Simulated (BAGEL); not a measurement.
# GaClF (SMILES [F][Ga][Cl]) at 3 levels

Wanted: a comparison of 3 runs (UHF/3-21G, ROHF/6-31G*, UHF/cc-pVTZ) of GaClF. 

The results are computed with BAGEL 1.2.2.

4 further runs of the same task are left out: 2 that didn't finish, 2 set aside as unsound or not needed. Runs told in other sessions of the task aren't counted.

**1. The system as given**

GaClF: 3 atoms, total charge 0, spin state doublet. SMILES: `[F][Ga][Cl]`. One bond was lengthened or shortened from a relaxed shape.

Bond lengths: F1–Ga2 2.021 Å, Ga2–Cl3 2.157 Å. Angles: F1–Ga2–Cl3 117.7°.

**2. The energy at UHF/3-21G (density fitting with qzvpp-jkfit) (run 1)**

Input file job.json:

```json
{ "bagel" : [

{
  "title" : "molecule",
  "basis" : "3-21g",
  "df_basis" : "qzvpp-jkfit",
  "angstrom" : true,
  "geometry" : [
    { "atom" : "F", "xyz" : [   -1.644195,    0.242852,   -0.884833 ] },
    { "atom" : "Ga", "xyz" : [    0.066400,    0.649600,    0.112200 ] },
    { "atom" : "Cl", "xyz" : [    1.343900,   -1.010300,    0.629300 ] }
  ]
},
{ "title" : "uhf", "nopen" : 1 },
{ "title" : "print", "file" : "orbitals.molden", "orbitals" : true }

]}
```

On the command line:

```bash
$ BAGEL_NUM_THREADS=1 BAGEL job.json > job.out
```

Output:

```text
* using 1 threads per process

  ===============================================================
  ===============================================================

  *** Geometry ***

  { "atom" : "F", "xyz" : [     -3.107078,      0.458924,     -1.672092 ] },
  { "atom" : "Ga", "xyz" : [      0.125478,      1.227566,      0.212027 ] },
  { "atom" : "Cl", "xyz" : [      2.539603,     -1.909190,      1.189205 ] },

  Number of auxiliary basis functions:      471

  Since a DF basis is specified, we compute 2- and 3-index integrals:
    o Being stored without compression. Storage requirement is 0.007 GB

  Number of basis functions:       44
  Number of electrons      :       57

    * METHOD: MOLECULE                             0.11

  *** Open-shell HF ***

  === Nuclear Repulsion ===
   224.9407986617

      * DIIS with orbital gradients will be used.

  === UHF iteration (3-21g) ===
      0      -2469.92099311          0.05380048           0.05
      1      -2470.00857551          0.04506691           0.05
      2      -2470.05457468          0.03069369           0.05
      3      -2470.08951228          0.00181389           0.05
      4      -2470.09064756          0.00089783           0.05
      5      -2470.09104603          0.00040084           0.05
      6      -2470.09112860          0.00018942           0.05
      7      -2470.09117658          0.00009284           0.05
      8      -2470.09119604          0.00004090           0.05
      9      -2470.09120142          0.00002014           0.05
     10      -2470.09120237          0.00000884           0.05
     11      -2470.09120242          0.00000316           0.04
     12      -2470.09120245          0.00000171           0.04
     13      -2470.09120245          0.00000079           0.05
     14      -2470.09120245          0.00000047           0.05
     15      -2470.09120245          0.00000018           0.04
     16      -2470.09120245          0.00000007           0.05
     17      -2470.09120245          0.00000003           0.05
     18      -2470.09120245          0.00000002           0.05
     19      -2470.09120245          0.00000001           0.05
     20      -2470.09120245          0.00000001           0.04
    * SCF iteration converged.

    * S^2 (UHF) is 0.7641

    * Permanent dipole moment:
           (   -0.394617,    -1.295429,    -0.369216) a.u.

    * METHOD: UHF                                  1.08

    * METHOD: PRINT                                0.00

  ===============================================================
```

Wall time 1.4 s (1 thread of Intel Xeon 6975P-C (Granite Rapids), shared host).

**3. A single-point energy at ROHF/6-31G(d) (density fitting with qzvpp-jkfit, spherical functions) (run 2)**

Input file input.json:

```json
{ "bagel" : [

{
  "title" : "molecule",
  "basis" : "6-31gs.json",
  "df_basis" : "qzvpp-jkfit",
  "angstrom" : true,
  "geometry" : [
    { "atom" : "F", "xyz" : [      -1.644195,       0.242852,      -0.884833 ] },
    { "atom" : "Ga", "xyz" : [       0.066400,       0.649600,       0.112200 ] },
    { "atom" : "Cl", "xyz" : [       1.343900,      -1.010300,       0.629300 ] }
  ]
},

{ "title" : "rohf", "charge" : 0, "nopen" : 1 },

{ "title" : "print", "file" : "orbitals.molden", "orbitals" : true }

]}
```

The basis set 6-31G* is read from a file made from the Basis Set Exchange's data (not shown).

On the command line:

```bash
$ BAGEL_NUM_THREADS=1 BAGEL input.json > input.out
```

Output:

```text
* using 1 threads per process

  ===============================================================
  ===============================================================

  *** Geometry ***

  { "atom" : "F", "xyz" : [     -3.107078,      0.458924,     -1.672092 ] },
  { "atom" : "Ga", "xyz" : [      0.125478,      1.227566,      0.212027 ] },
  { "atom" : "Cl", "xyz" : [      2.539603,     -1.909190,      1.189205 ] },

  Number of auxiliary basis functions:      471

  Since a DF basis is specified, we compute 2- and 3-index integrals:
    o Being stored without compression. Storage requirement is 0.015 GB

  Number of basis functions:       64
  Number of electrons      :       57

    * METHOD: MOLECULE                             0.15

  *** Open-shell HF ***

  === Nuclear Repulsion ===
   224.9407986617

      * DIIS with orbital gradients will be used.

  === ROHF iteration (6-31gs.json) ===
      0      -2481.70590894          0.04462979           0.08
      1      -2481.79292802          0.04041612           0.08
      2      -2481.85787155          0.02956621           0.08
      3      -2481.93011212          0.00167562           0.08
      4      -2481.93133766          0.00091176           0.08
      5      -2481.93180280          0.00040064           0.07
      6      -2481.93194764          0.00012939           0.07
      7      -2481.93199493          0.00004602           0.08
      8      -2481.93200404          0.00001384           0.08
      9      -2481.93200614          0.00000508           0.07
     10      -2481.93200643          0.00000257           0.08
     11      -2481.93200646          0.00000074           0.07
     12      -2481.93200648          0.00000025           0.08
     13      -2481.93200648          0.00000011           0.08
     14      -2481.93200649          0.00000004           0.08
     15      -2481.93200650          0.00000002           0.08
     16      -2481.93200650          0.00000001           0.08
    * SCF iteration converged.

    * S^2 (ROHF) is 0.7500

    * Permanent dipole moment:
           (   -0.777127,    -0.991630,    -0.546431) a.u.

    * METHOD: ROHF                                 1.46

    * METHOD: PRINT                                0.00

  ===============================================================
```

It took 1.8 s on 1 thread of Intel Xeon 6975P-C (Granite Rapids), shared host.

**4. A single-point energy at UHF/cc-pVTZ (density fitting with qzvpp-jkfit) (run 3)**

Input file calc.json:

```json
{ "bagel": [

{
  "title": "molecule",
  "basis": "cc-pvtz.json",
  "df_basis": "qzvpp-jkfit",
  "angstrom": true,
  "geometry": [
    { "atom": "F", "xyz": [      -1.644195,       0.242852,      -0.884833 ] },
    { "atom": "Ga", "xyz": [       0.066400,       0.649600,       0.112200 ] },
    { "atom": "Cl", "xyz": [       1.343900,      -1.010300,       0.629300 ] }
  ]
},

{
  "title": "uhf",
  "nopen": 1
},

{
  "title": "print",
  "file": "orbitals.molden",
  "orbitals": true
}

]}
```

The basis set cc-pVTZ is read from a file made from the Basis Set Exchange's data (not shown).

On the command line:

```bash
$ BAGEL_NUM_THREADS=1 BAGEL calc.json > calc.out
```

Output:

```text
* using 1 threads per process

  ===============================================================
  ===============================================================

  *** Geometry ***

  { "atom" : "F", "xyz" : [     -3.107078,      0.458924,     -1.672092 ] },
  { "atom" : "Ga", "xyz" : [      0.125478,      1.227566,      0.212027 ] },
  { "atom" : "Cl", "xyz" : [      2.539603,     -1.909190,      1.189205 ] },

  Number of auxiliary basis functions:      471

  Since a DF basis is specified, we compute 2- and 3-index integrals:
    o Being stored without compression. Storage requirement is 0.043 GB

  Number of basis functions:      107
  Number of electrons      :       57

    * METHOD: MOLECULE                             0.21

  *** Open-shell HF ***

  === Nuclear Repulsion ===
   224.9407986617

      * DIIS with orbital gradients will be used.

  === UHF iteration (cc-pvtz.json) ===
      0      -2482.07395697          0.03596212           0.16
      1      -2482.13835642          0.03775744           0.16
      2      -2482.22361943          0.02541215           0.16
      3      -2482.33872147          0.00171355           0.16
      4      -2482.34035187          0.00061306           0.16
      5      -2482.34070757          0.00026794           0.16
      6      -2482.34080434          0.00010460           0.16
      7      -2482.34082632          0.00004454           0.16
      8      -2482.34083224          0.00002276           0.16
      9      -2482.34083427          0.00001192           0.15
     10      -2482.34083496          0.00000491           0.16
     11      -2482.34083508          0.00000326           0.15
     12      -2482.34083514          0.00000210           0.16
     13      -2482.34083517          0.00000102           0.16
     14      -2482.34083517          0.00000044           0.16
     15      -2482.34083517          0.00000021           0.16
     16      -2482.34083517          0.00000010           0.16
     17      -2482.34083517          0.00000006           0.16
     18      -2482.34083517          0.00000004           0.15
     19      -2482.34083517          0.00000002           0.16
     20      -2482.34083517          0.00000002           0.16
     21      -2482.34083517          0.00000001           0.16
    * SCF iteration converged.

    * S^2 (UHF) is 0.7607

    * Permanent dipole moment:
           (   -0.887809,    -0.908291,    -0.598239) a.u.

    * METHOD: UHF                                  3.71

    * METHOD: PRINT                                0.01

  ===============================================================
```

It took 4.2 s on 1 thread of Intel Xeon 6975P-C (Granite Rapids), shared host.

**5. The series**

```tsv
run	level	energy (Eh)	dipole moment (D)	⟨S²⟩	wall time
1	UHF/3-21G (density fitting with qzvpp-jkfit)	-2470.091202	3.57	0.764	1.4 s
2	ROHF/6-31G* (density fitting with qzvpp-jkfit, spherical functions)	-2481.932007	3.49	0.750	1.8 s
3	UHF/cc-pVTZ (density fitting with qzvpp-jkfit)	-2482.340835	3.57	0.761	4.2 s
```

**6. Outcome**

```
            quantity           value
 run 3: total energy  -2482.34084 Eh
run 3: dipole moment          3.57 D
         run 3: ⟨S²⟩           0.761
```

What this shows: The dipole moment (its size) runs from 3.49 D (ROHF/6-31G*) to 3.57 D (UHF/cc-pVTZ). The two ends differ in method and basis. All runs together took 7.3 s, the longest 4.2 s.
